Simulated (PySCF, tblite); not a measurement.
# C₃H₈SSeSi: geometry, infrared bands and NMR shifts

Wanted: the infrared bands and NMR shifts of C₃H₈SSeSi (`[SiH3]S[C@@H]1CC[Se]1`), by calculation.

Programs: tblite 0.8.0 and PySCF 2.14.0, with density-fitted response routines of our own. Each step states its level of theory. These are calculated values for one molecule in the gas phase, unless marked as measured. Atoms count from 0, in the outputs and in this text.

## (1) The molecule as given

14 atoms, charge 0, multiplicity 1; geometry from: force field or distance geometry start.

Bonds of the start (Å): Si0–S1 2.13, S1–C2 1.78, C2–C3 1.52, C3–C4 1.50, C4–Se5 1.94, Se5–C2 1.93, Si0–H6 1.47, Si0–H7 1.47, Si0–H8 1.48, C2–H9 1.11, C3–H10 1.12, C3–H11 1.10, C4–H12 1.10, C4–H13 1.10.

## (2) Relaxing the molecule with GFN2-xTB

Job settings and geometry (Å):

```
{"job": {"kind": "relax", "xc": "GFN2-xTB", "basis": "xTB"}, "charge": 0, "multiplicity": 1}
Si     2.735600     0.189000     0.192900
S      1.221400    -1.004500     1.107500
C     -0.406200    -0.286000     1.093000
C     -1.286000    -0.717900    -0.064500
C     -2.126700     0.517300     0.066700
Se    -0.551600     1.555700     0.535100
H      3.235200    -0.387600    -1.066100
H      2.289300     1.570400    -0.053600
H      3.870700     0.246800     1.139300
H     -0.932500    -0.437700     2.056900
H     -1.846500    -1.640500     0.222700
H     -0.760300    -0.859700    -1.026000
H     -2.622100     0.841200    -0.858600
H     -2.820900     0.412800     0.912600
```

The run is started by

```console
OMP_NUM_THREADS=1 python probes_run.py task.json out
```

This one command runs all jobs of the session in turn.

The log of the run:

```text
step      E/eV     max force
  0    -507.04629    2.033
  1    -507.20423    1.105
  2    -507.32282    0.755
  3    -507.38926    0.531
  4    -507.41743    0.463
  5    -507.44192    0.397
  6    -507.45944    0.350
  7    -507.47370    0.298
  8    -507.48530    0.284
  9    -507.49239    0.231
 10    -507.49621    0.136
 11    -507.49933    0.115
 12    -507.50279    0.146
 13    -507.50614    0.199
 14    -507.50865    0.172
 15    -507.51043    0.104
 16    -507.51185    0.094
 17    -507.51324    0.118
 18    -507.51471    0.132
 19    -507.51616    0.099
 20    -507.51740    0.111
 21    -507.51834    0.090
 22    -507.51907    0.060
 23    -507.51982    0.065
 24    -507.52074    0.096
 25    -507.52174    0.115
 26    -507.52268    0.090
 27    -507.52365    0.101
 28    -507.52495    0.097
 29    -507.52677    0.156
 30    -507.52875    0.178
 31    -507.53035    0.122
 32    -507.53163    0.082
 33    -507.53307    0.106
 34    -507.53535    0.201
 35    -507.53864    0.261
 36    -507.54222    0.219
 37    -507.54531    0.126
 38    -507.54809    0.151
 39    -507.55117    0.194
 40    -507.55361    0.268
 41    -507.55799    0.198
 42    -507.56228    0.161
 43    -507.56920    0.229
 44    -507.57291    0.298
 45    -507.57803    0.202
 46    -507.58403    0.313
 47    -507.58784    0.271
 48    -507.59184    0.153
 49    -507.60017    0.266
 50    -507.60436    0.141
 51    -507.60775    0.113
 52    -507.61176    0.123
 53    -507.61493    0.151
 54    -507.61856    0.126
 55    -507.62140    0.165
 56    -507.62449    0.157
 57    -507.62722    0.173
 58    -507.63030    0.171
 59    -507.63243    0.078
 60    -507.63423    0.092
 61    -507.63543    0.095
 62    -507.63739    0.093
 63    -507.63876    0.095
 64    -507.63979    0.069
 65    -507.64049    0.069
 66    -507.64100    0.046
 67    -507.64130    0.045
 68    -507.64152    0.043
 69    -507.64183    0.041
 70    -507.64212    0.041
 71    -507.64230    0.033
 72    -507.64238    0.030
 73    -507.64244    0.022
 74    -507.64250    0.023
 75    -507.64256    0.023
 76    -507.64261    0.022
 77    -507.64269    0.023
 78    -507.64279    0.029
 79    -507.64294    0.037
 80    -507.64313    0.042
 81    -507.64338    0.042
 82    -507.64373    0.046
 83    -507.64425    0.060
 84    -507.64490    0.067
 85    -507.64553    0.047
 86    -507.64603    0.046
 87    -507.64644    0.066
 88    -507.64673    0.103
 89    -507.64750    0.074
 90    -507.64865    0.064
 91    -507.64964    0.059
 92    -507.64998    0.064
 93    -507.65033    0.055
 94    -507.65182    0.062
 95    -507.65238    0.060
 96    -507.65313    0.048
 97    -507.65360    0.052
 98    -507.65421    0.054
 99    -507.65482    0.061
100    -507.65530    0.060
101    -507.65558    0.041
102    -507.65573    0.028
103    -507.65588    0.064
104    -507.65602    0.056
105    -507.65637    0.037
106    -507.65656    0.045
107    -507.65689    0.041
108    -507.65704    0.032
109    -507.65711    0.019
110    -507.65715    0.015
111    -507.65718    0.012
112    -507.65720    0.006
```

Run time: 0.84 s. Hardware: 1 thread of Arm Neoverse V1, shared host; peak memory 0.18 GiB.

Relaxation path: (not every step is listed)

```csv
step,energy from step 0 (eV),largest force (eV/Å)
0,0.0000,2.0328
1,-0.1579,1.1051
2,-0.2765,0.7552
3,-0.3430,0.5311
4,-0.3711,0.4632
5,-0.3956,0.3968
6,-0.4131,0.3503
7,-0.4274,0.2975
8,-0.4390,0.2837
17,-0.4669,0.1179
26,-0.4764,0.0896
35,-0.4923,0.2614
44,-0.5266,0.2979
53,-0.5686,0.1507
62,-0.5911,0.0929
71,-0.5960,0.0335
80,-0.5968,0.0424
89,-0.6012,0.0742
98,-0.6079,0.0541
107,-0.6106,0.0410
108,-0.6107,0.0316
109,-0.6108,0.0194
110,-0.6109,0.0151
111,-0.6109,0.0124
112,-0.6109,0.0058
```

Close pairs (by a distance rule), those that changed most:

```csv
bond,before (Å),after (Å),change (Å)
C2–Se5,1.930,2.023,+0.093
C4–Se5,1.944,1.984,+0.040
Si0–H8,1.479,1.451,-0.028
C3–C4,1.500,1.528,+0.028
C3–H10,1.117,1.091,-0.026
Si0–S1,2.134,2.155,+0.021
C2–H9,1.109,1.091,-0.018
S1–C2,1.779,1.796,+0.017
```

The final coordinates are the input of the step that follows.

## (3) Vibrational analysis with GFN2-xTB

Job settings and geometry (Å):

```
{"job": {"kind": "ir", "xc": "GFN2-xTB", "basis": "xTB"}, "charge": 0, "multiplicity": 1}
Si     2.461126     0.256978     0.128169
S      1.334868    -0.795077     1.634051
C     -0.361692    -0.277575     1.351802
C     -1.050070    -0.745400     0.073701
C     -1.913619     0.487088    -0.188297
Se    -0.812909     1.657845     0.975357
H      1.891995    -0.042691    -1.182520
H      2.385804     1.677692     0.436185
H      3.775584    -0.331029     0.307247
H     -0.910637    -0.561757     2.250690
H     -1.606008    -1.676422     0.193331
H     -0.320588    -0.884113    -0.724075
H     -1.955830     0.825731    -1.221363
H     -2.918700     0.408257     0.223577
```

The log of the run:

```text
mode    cm-1     km/mol
  1      25.8      4.59
  2      71.1      1.33
  3     131.2      1.56
  4     147.4      1.52
  5     191.4      0.57
  6     335.3      1.02
  7     394.0      1.70
  8     472.3     38.02
  9     525.1     26.15
 10     537.1     53.48
 11     578.5     28.68
 12     593.4     10.19
 13     731.8    123.84
 14     742.0    111.96
 15     767.4    333.70
 16     771.1    161.65
 17     804.3     52.17
 18     909.3      0.41
 19     994.4      2.90
 20    1024.1      2.22
 21    1067.1      9.94
 22    1113.5     31.05
 23    1143.0     13.41
 24    1184.6     10.06
 25    1220.4      3.56
 26    1283.1     11.27
 27    1431.2      4.01
 28    1481.6      2.63
 29    2286.3    210.42
 30    2329.2    140.65
 31    2377.4    216.75
 32    2950.3      3.24
 33    2977.4     11.19
 34    2987.0     26.09
 35    2994.3     12.95
 36    3006.6     24.34
```

It took 0.51 s on 1 thread of Arm Neoverse V1, shared host; peak memory 0.18 GiB.

The strongest bands and the atoms that carry them (share of the mass-weighted mode):

```csv
cm⁻¹,km/mol,atoms
537,53.5,"H7 40 %, H6 36 %"
732,123.8,"C2 28 %, H8 14 %, H13 13 %, H7 10 %"
742,112.0,"H8 44 %, H7 19 %, H6 12 %"
767,333.7,"H6 36 %, H8 33 %, H7 15 %"
771,161.7,"H7 48 %, H6 45 %"
2286,210.4,H6 96 %
2329,140.7,H7 96 %
2377,216.8,H8 97 %
```

## (4) Shielding tensors: PBE0/pcSseg-1

Settings changed since step 3:

```diff
@@ -1,2 +1,2 @@
-{"job": {"kind": "ir", "xc": "GFN2-xTB", "basis": "xTB"}, "charge": 0, "multiplicity": 1}
+{"job": {"kind": "nmr", "xc": "PBE0", "basis": "pcSseg-1"}, "charge": 0, "multiplicity": 1}
 Si     2.461126     0.256978     0.128169
```

With the program's defaults for keys left out, this is: GIAO PBE0/pcSseg-1 NMR shielding, non-relativistic, gas phase.

The log of the run:

```text
coarse grid: 55376 points
cycle   1  E = -3207.3414121825  dE = -4.861e-01  |g| = 6.925e-01  |ddm| = 3.645e+00
cycle   2  E = -3207.3476941832  dE = -6.282e-03  |g| = 4.389e-01  |ddm| = 6.441e-01
cycle   3  E = -3207.3671950128  dE = -1.950e-02  |g| = 1.206e-01  |ddm| = 4.263e-01
cycle   4  E = -3207.3700731486  dE = -2.878e-03  |g| = 3.162e-02  |ddm| = 1.628e-01
cycle   5  E = -3207.3703627036  dE = -2.896e-04  |g| = 7.321e-03  |ddm| = 4.283e-02
cycle   6  E = -3207.3703759385  dE = -1.323e-05  |g| = 1.430e-03  |ddm| = 8.943e-03
cycle   7  E = -3207.3703764897  dE = -5.512e-07  |g| = 4.637e-04  |ddm| = 2.718e-03
final grid: 113352 points
cycle   8  E = -3207.3703500248  dE = -4.826e-09  |g| = 6.324e-04  |ddm| = 2.116e-03
cycle   9  E = -3207.3703498916  dE =  1.332e-07  |g| = 9.467e-04  |ddm| = 1.753e-03
cycle  10  E = -3207.3703501280  dE = -2.364e-07  |g| = 1.206e-04  |ddm| = 1.028e-03
cycle  11  E = -3207.3703501315  dE = -3.520e-09  |g| = 1.445e-05  |ddm| = 1.439e-04
cycle  12  E = -3207.3703501316  dE = -4.002e-11  |g| = 3.423e-06  |ddm| = 2.223e-05
converged SCF energy = -3207.3703501316

GIAO shielding tensors (ppm)
atom      isotropic    diamagn.    paramagn.     s11        s22        s33       span
  0 Si     417.852     878.211    -460.359    383.327    423.059    447.169     63.842
  1 S      573.877    1056.461    -482.584    409.130    471.223    841.279    432.149
  2 C      131.173     249.238    -118.065     86.750    144.917    161.852     75.102
  3 C      144.915     247.455    -102.540    105.088    154.827    174.830     69.742
  4 C      164.934     247.521     -82.586    149.451    160.792    184.560     35.110
  5 Se    1325.847    3000.185   -1674.337    502.097   1167.944   2307.502   1805.404
  6 H       26.810      28.774      -1.964     23.059     25.659     31.711      8.653
  7 H       26.652      28.511      -1.860     22.200     26.066     31.689      9.489
  8 H       27.437      28.067      -0.630     23.986     24.848     33.476      9.489
  9 H       26.203      30.724      -4.521     20.229     27.808     30.573     10.344
 10 H       29.038      29.774      -0.736     24.376     26.203     36.535     12.159
 11 H       28.242      30.485      -2.243     24.774     28.866     31.086      6.312
 12 H       29.088      29.124      -0.036     24.242     26.298     36.723     12.480
 13 H       28.290      29.226      -0.937     23.663     25.942     35.264     11.601
```

Wall time 51 s (1 thread of Arm Neoverse V1, shared host); peak memory 0.89 GiB.

Shifts follow as δ = σ(reference) − σ, with reference shieldings (ppm) from runs at the same level and on the same kind of geometry: 1H TMS 31.72, 13C TMS 186.9, 29Si TMS 349.2, 77Se Me2Se 1758, 33S CS2 504. The references are single molecules in the gas phase. Atoms listed in one row are averaged.

```csv
atoms,environment,σ (ppm),δ (ppm)
C2,sp3 CH bonded to S and Se,131.2,55.8
C3,sp3 CH2 in a ring,144.9,42.0
C4,sp3 CH2 bonded to Se,164.9,22.0
H9,hydrogen on an sp3 CH bonded to S and Se,26.20,5.51
"H6, H7, H8",hydrogen on a silicon bonded to S,26.97,4.75
H11,hydrogen on an sp3 CH2 in a ring,28.24,3.48
H13,hydrogen on an sp3 CH2 bonded to Se,28.29,3.43
H10,hydrogen on an sp3 CH2 in a ring,29.04,2.68
H12,hydrogen on an sp3 CH2 bonded to Se,29.09,2.63
Si0,"silicon bonded to S, 3 H",417.9,-68.7
S1,"sulfur bonded to C, Si",574,-70
Se5,"selenium bonded to 2 C, in a 4-membered ring",1326,432
```

The run also stored atomic charges by several schemes (e):

```csv
atoms,Mulliken,IAO,Hirshfeld,ESP fit
Si0,0.47,0.54,0.28,0.29
S1,-0.20,-0.16,-0.10,-0.28
C2,-0.39,-0.28,-0.04,0.00
C3,-0.14,-0.26,-0.08,-0.35
C4,-0.23,-0.35,-0.08,-0.05
Se5,-0.10,0.07,0.03,-0.14
```

Mayer bond orders: Si0–S1 0.93, S1–C2 1.03, C2–C3 0.92, C3–C4 1.00, C4–Se5 1.01, Se5–C2 0.98.

Ring of atoms C2, C3, C4, Se5: NICS(0) -3.3, NICS(1) -0.3, NICS(1)zz 7.1 ppm (means of both faces).

The fields below are evaluated on a grid from the run's orbitals.

Frontier orbitals at PBE0/pcSseg-1, with the share of their density that lies nearest to each atom:

```csv
orbital,energy (eV),lies on
HOMO,-6.38,Se5 77 %
LUMO,-0.98,Se5 47 %; C2 17 %; C4 10 %
```

ELF in a plane through or near 5 of the atoms.

Ten even steps from '0' (0.00) to '9' (1.00):
```
0000000000000000000000000000
0000000000000000000000000000
0000000002331000000000000000
0000000025763001310000000000
0000000148986118960000000000
0000000158766259980000000000
0000000047574768840000000000
0001662147217943510000000000
0006998448866726510144000000
0017999311742466334899300000
0005998176110001555999600000
0001464121210001533899400000
0000012223310001477644000000
0000001233200000599720000000
0000000000000000499930000000
0000000000000000179710000000
0000000000000000012000000000
0000000000000000000000000000
0000000000000000000000000000
0000000000000000000000000000
```
The map spans 12.7 Å across and 9.1 Å up, centred on the molecule. Atoms in the plane (x, y in Å): Si0 (-2.5, -0.3), S1 (-1.3, 1.5), C2 (0.3, 1.0), C4 (1.9, -0.7), H13 (2.9, -0.3).

log10 of the density (e/Å³) in the same plane.

Ten even steps from ' ' (-4.0) to '@' (1.7):
```
                                                        
                ....::::....                            
              ::::----------::::::..                    
            ..::--==++++====--------..                  
          ..::--==++****++====++====::..                
        ..::--==++**####**++++****++--::                
    ..::::----==++**@@@@##**####**++--::::..            
    ..::--====++++**########%%##**++==----::..          
    ::--==++++++****##******%%##**++======--::..        
  ..::--==++************++**************++++--::        
  ..::--==++**##@@@@**++==++++****########++--::        
    ::--====++**####++++====++++**%%%%##**++--::        
    ..::--==++++****++========++**####**++==--..        
      ..::--====++++====----====++**##**==--::..        
        ..::------==----::::----==++++++==::..          
          ..::::::::::::::..::::--======--::            
            ..............  ....::----::::..            
                                ........                
                                                        
                                                        
```
The map spans 12.7 Å across and 9.1 Å up, centred on the molecule. Atoms in the plane (x, y in Å): Si0 (-2.5, -0.3), S1 (-1.3, 1.5), C2 (0.3, 1.0), C4 (1.9, -0.7), H13 (2.9, -0.3).

On the surface of density 0.002 e/bohr³ the electrostatic potential runs, from the 1st to the 99th percentile, from -0.93 V near S1 to 1.07 V near H8.

## (5) What came out

| quantity | value |
| --- | --- |
| strongest single infrared mode (GFN2-xTB) | 767 cm⁻¹, 334 km/mol |
| zero-point energy (GFN2-xTB) | 60.9 kcal/mol |
| 13C shifts against TMS (PBE0/pcSseg-1) | 55.8, 42.0, 22.0 ppm |
| 1H shifts against TMS (PBE0/pcSseg-1, means over atoms taken as alike) | 5.51, 4.75, 3.48, 3.43, 2.68, 2.63 ppm |
| 29Si shifts against TMS (PBE0/pcSseg-1) | -68.7 ppm |
| 33S shifts against CS2 (PBE0/pcSseg-1) | -70 ppm |
| 77Se shifts against Me2Se (PBE0/pcSseg-1) | 432 ppm |
| surface potential, 1st and 99th percentile | -0.93 V and 1.07 V |

In words: The optimisation took 112 steps and gained 0.611 eV; among the close pairs (by a distance rule), C2–Se5 changed most, from 1.930 to 2.023 Å. All 36 modes are real, so the xTB geometry is a minimum. GFN2-xTB is a fitted tight-binding method: band positions and strengths are rough. Its intensities can rank the bands wrongly. At PBE0/pcSseg-1: The largest span, 1805 ppm, is at Se5, where the paramagnetic term is -1674 ppm. By nearest atom (PBE0/pcSseg-1), the HOMO sits on Se5 77 % and the LUMO on Se5 47 %; C2 17 %. Spin-orbit coupling is left out, which matters for shieldings and couplings at and beside the heavy atoms.
